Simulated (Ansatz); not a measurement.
Relaxation of a periodic cell of 17 atoms, LiSi₁₆ (host Si, host structure diamond, interstitial Li), to a largest force component of 0.08 eV/Å in at most 25 steps.

These are results of DFT PBE-D3(BJ), scalar-relativistic, plane waves, PAW in Ansatz, not measurements. Settings: accuracy low, PAW set soft_1, cutoff 420 eV, k mesh 2x2x2, fermi-dirac smearing 0.02 eV, spin collinear.

```xyz
17
Lattice="0.0000 5.4300 5.4300 5.4300 0.0000 5.4300 5.4300 5.4300 0.0000" Properties=species:S:1:pos:R:3:forces:R:3
Si 0.000 0.000 0.000 -0.03 0.03 0.03
Si 1.357 1.357 1.357 0.01 -0.16 -0.16
Si 2.715 2.715 0.000 -0.16 0.16 0.01
Si 4.072 4.072 1.357 0.15 -0.01 -0.15
Si 2.715 0.000 2.715 -0.15 0.01 0.15
Si 4.072 1.357 4.072 0.15 -0.15 -0.01
Si 5.430 2.715 2.715 -0.01 0.15 0.15
Si 6.787 4.072 4.072 0.03 -0.03 -0.03
Si 0.000 2.715 2.715 1.39 0.34 0.33
Si 1.357 4.072 4.072 -0.20 0.20 0.20
Si 2.715 5.430 2.715 -0.32 -1.31 0.30
Si 4.072 6.787 4.072 0.35 -0.37 1.40
Si 2.715 2.715 5.430 -0.30 0.29 -1.25
Si 4.072 4.072 6.787 0.32 1.33 -0.35
Si 5.430 5.430 5.430 0.20 -0.20 -0.20
Si 6.787 6.787 6.787 -1.25 -0.31 -0.31
Li 8.829 7.475 7.487 -0.19 0.01 -0.13
```

Task: Where does it end, and by what steps?

Result: The run converged. The threshold is loose, so the end isn't yet a minimum. The force dipped under the threshold on the way, but the program's further checks kept it going. Limits of this set-up: coarse k mesh, a small cell, in which the defect meets its images, low accuracy level. After 10 steps the energy has fallen by 0.896 eV; Li17 moved furthest, 1.04 Å. Joined: Si3–Li17 (3.51 → 2.77 Å), Si5–Li17 (3.52 → 2.77 Å), Si7–Li17 (3.53 → 2.77 Å), Si8–Li17 (3.51 → 2.42 Å).

```
step  energy less start (eV)  largest force component (eV/Å)  accepted
   0                  0.0000                           1.396       yes
   1                 -0.3475                           0.447       yes
   2                 -0.4021                           0.044       yes
   3                 -0.4021                           0.044       yes
   4                 -0.4052                           0.063       yes
   5                 -0.4456                           0.245       yes
   6                 -0.5433                           0.316       yes
   7                 -0.6699                           0.283       yes
   8                 -0.8073                           0.173       yes
   9                 -0.8957                           0.068       yes
  10                 -0.8957                           0.068       yes
```

```xyz
17
Lattice="0.0000 5.4300 5.4300 5.4300 0.0000 5.4300 5.4300 5.4300 0.0000" Properties=species:S:1:pos:R:3
Si 0.019 -0.018 -0.017
Si 1.381 1.317 1.318
Si 2.764 2.667 -0.015
Si 4.114 4.049 1.318
Si 2.764 -0.016 2.668
Si 4.114 1.317 4.050
Si 5.447 2.667 2.667
Si 6.818 4.043 4.043
Si 0.060 2.688 2.688
Si 1.364 4.068 4.069
Si 2.744 5.371 2.688
Si 4.151 6.711 4.073
Si 2.744 2.687 5.372
Si 4.151 4.073 6.712
Si 5.491 5.369 5.370
Si 6.788 6.710 6.711
Li 8.217 8.073 8.073
```

Whether the end is a true minimum wasn't checked by a vibrational analysis.

Time of the run: 110 s on 1 thread of Intel(R) Xeon(R) Platinum 8488C (Sapphire Rapids), on a shared host, peak memory 0.73 GiB.
